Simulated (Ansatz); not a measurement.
# ZnSe: phonons and Grüneisen parameters

How does the lattice vibrate, and how do the modes shift with volume? Displacements sample a 2×2×2 mesh. Runs: reference run (LAPW); volume scaled by 0.970 (LAPW); volume scaled by 1.030 (LAPW); mode Grüneisen parameters (LAPW). Companion runs by PAW are cited.

Program: Ansatz 0.2.0. Level of theory: DFT LDA, all-electron LAPW, scalar-relativistic unless said. These are calculated values, not measurements.

1 further run of the same task is left out (it didn't finish).

### 1 The system as given

It takes space group F-43m (No. 216, cubic). The conventional cell has a = 5.568 Å, b = 5.568 Å, c = 5.568 Å, α = 90.00°, β = 90.00°, γ = 90.00°. Zn (site symmetry -43m) is surrounded by 4 Se at 2.41 Å. Se (site symmetry -43m) has 4 Zn at 2.41 Å as nearest neighbours.

Structure file:

```
CELL_PARAMETERS angstrom
0.00000 2.78376 2.78376
2.78376 0.00000 2.78376
2.78376 2.78376 0.00000
ATOMIC_POSITIONS crystal
Zn 0.00000 0.00000 0.00000
Se 0.75000 0.75000 0.75000
```

Cartesian axes are those of the input's lattice vectors. The structure goes back to a database entry.

### 2 Reference run, LAPW

The input, input.yaml:

```yaml
crystal:
  lattice:
    - [0.0, 2.78375904106, 2.78375904106]
    - [2.78375904106, 0.0, 2.78375904106]
    - [2.78375904106, 2.78375904106, 0.0]
  atoms:
    - { symbol: Zn, position: [0.0, 0.0, 0.0] }
    - { symbol: Se, position: [0.75, 0.75, 0.75] }
kpoints:
  mp_grid: { grid: [8, 8, 8] }
scf:
  occupations: { method: fixed }
hamiltonian:
  xc: lda
  pseudopotentials: { kind: all_electron, lapw: { basis_error: 0.001 } }
phonons:
  qmesh: [2, 2, 2]
  qpath:
    path:
      - [0.0, 0.0, 0.0]
      - [-0.5, -0.5, 0.0]
      - [-0.375, -0.375, 0.25]
      - [-0.375, 0.0, 0.375]
      - [0.0, 0.0, 0.0]
      - [0.0, 0.0, 0.5]
      - [-0.5, -0.25, 0.25]
      - [-0.5, -0.5, 0.0]
    npoints: 6
  temperatures: { t_min: 0, t_max: 1000, t_step: 100 }
```

Started as:

```sh
ansatz run input.yaml --threads 2 --pin off --max-ram 5120MiB --backend cpu --events-out ev --progress --plain --runs-dir out
```

### 3 Volume scaled by 0.970, LAPW

input.yaml: that of step 2 with these lines changed.

```diff
@@ -2,5 +2,5 @@
   lattice:
-    - [0.0, 2.78375904106, 2.78375904106]
-    - [2.78375904106, 0.0, 2.78375904106]
-    - [2.78375904106, 2.78375904106, 0.0]
+    - [0.0, 2.75563834026, 2.75563834026]
+    - [2.75563834026, 0.0, 2.75563834026]
+    - [2.75563834026, 2.75563834026, 0.0]
   atoms:
```

### 4 Volume scaled by 1.030, LAPW

input.yaml: that of step 3 with these lines changed.

```diff
@@ -2,5 +2,5 @@
   lattice:
-    - [0.0, 2.75563834026, 2.75563834026]
-    - [2.75563834026, 0.0, 2.75563834026]
-    - [2.75563834026, 2.75563834026, 0.0]
+    - [0.0, 2.81132280437, 2.81132280437]
+    - [2.81132280437, 0.0, 2.81132280437]
+    - [2.81132280437, 2.81132280437, 0.0]
   atoms:
```

(Steps that only read results are left out.)

**Question.** What will these runs give? Wanted: highest mode on the mesh, without the LO shift; optical modes at Γ.

As calculated:

| quantity | value |
| --- | --- |
| highest mode on the mesh, without the LO shift (LAPW) | 223 cm⁻¹ |
| optical modes at Γ | 218 (T2) cm⁻¹ |
| mean Grüneisen parameter at 300 K (LAPW) | 0.52 |

**Reading.** No mode on the mesh is unstable; the highest lies at 223 cm⁻¹ by LAPW. Weighted by heat capacity at 300 K the mean Grüneisen parameter of the sampled modes is 0.52, which points to expansion on heating. Some modes have negative γ and soften under compression. PAW differs from LAPW by at most 0.2 cm⁻¹. Each set of modes is computed in the harmonic approximation.
